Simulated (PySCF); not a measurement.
**The bond of SeCl+, level by level**

Aim: find the lowest electronic state of SeCl+, scan its bond at several levels of theory, and get bond length, wavenumber and dissociation energy from each curve.

Method: Se x2c-SVPall, Cl x2c-SVPall, spin-free X2C with a Gaussian nucleus; program: PySCF 2.14.0.

### 1 Set-up

The job is set up so:

- atoms: Se, Cl
- charge: 1
- basis: Se x2c-SVPall, Cl x2c-SVPall
- Hamiltonian: spin-free X2C with a Gaussian nucleus
- basis functions: 50
- electrons treated: 50
- masses in u: 79.9165, 34.9689
- levels: PBE0, PBE, r²SCAN, r²SCAN0, r²SCANh, PBEsol, CAM-B3LYP, HF, MP2, SCS-MP2, CCSD, CCSD(T)
- grid: 80 radial by 434 angular points
- occupations: held fixed by the projection of orbital angular momentum
- dissociation limit: Se+ + Cl, each in its ground configuration
- starting distance in angstrom: 2.185
- values of 2S to try: 0, 2, 4

On the command line:

```console
> OMP_NUM_THREADS=1 python dia.py task.json out
```

Further steps of the session: PBE0 along the bond; Excited determinants; PBE; r²SCAN (meta-GGA); r²SCAN0; r²SCANh (hybrid meta-GGA); PBEsol (GGA); CAM-B3LYP (range-separated hybrid); UHF; Correlated methods on the Hartree–Fock reference.

Q: Predict the outcome of this session. Wanted: for each run, Re; ωe; De; μ.

As calculated:

Lowest PBE0 solution found, without spin–orbit coupling: ³Σ⁻ (triplet), unpaired electrons π ↑↑. State 2 has its PBE0 minimum 0.33 eV higher, as a spin-mixed determinant (⟨S²⟩ = 1.01), so this is no gap between pure states. State 3 has its PBE0 minimum 1.32 eV higher. State 4 has its PBE0 minimum 2.38 eV higher. The other levels ran on the lowest alone.

```
      level  Re (Å)  ωe (cm⁻¹)  De (eV)  μ (D)
        UHF   2.054        504     0.86  -1.46
   UHF-CCSD   2.070        487     2.06    n/a
UHF-CCSD(T)   2.077        482     2.24    n/a
        PBE   2.075        489     3.53  -0.35
     PBEsol   2.060        503     3.83  -0.28
     r²SCAN   2.058        506     3.18  -0.51
    r²SCANh   2.050        515     3.04  -0.59
       PBE0   2.048        519     3.04  -0.62
    r²SCAN0   2.040        527     2.83  -0.71
  CAM-B3LYP   2.046        525     2.98  -0.61
```

De is counted to Se+ + Cl in their ground configurations. A positive dipole points from Se to Cl; in an ion it is taken about the centre of mass and does not tell which atom is negative. No constants: UHF-MP2 (the points don't follow one smooth fit); UHF-SCS-MP2 (the points don't follow one smooth fit).

Differences from CCSD(T) in the same basis:

```
    level  Re (mÅ)  ωe (%)
      UHF      -22    +4.7
 UHF-CCSD       -7    +1.0
      PBE       -2    +1.5
   PBEsol      -16    +4.4
   r²SCAN      -19    +5.0
  r²SCANh      -27    +6.9
     PBE0      -28    +7.8
  r²SCAN0      -37    +9.4
CAM-B3LYP      -31    +9.1
```

**Reading.** Against CCSD(T) in the same basis, the bond length is nearest at PBE (-2 mÅ) and farthest at r²SCAN0 (-37 mÅ); the wavenumber is nearest at UHF-CCSD (+1.0 %) and farthest at r²SCAN0 (+9.4 %). Hartree–Fock makes the bond too short and too stiff against this reference, as it mostly does. CCSD(T) in a basis this small is itself some way from its limit, more so than the functionals. Of the levels with a De here, UHF gives the least (0.86 eV) and PBEsol the most (3.83 eV).

Correlated steps freeze 14 core orbitals.
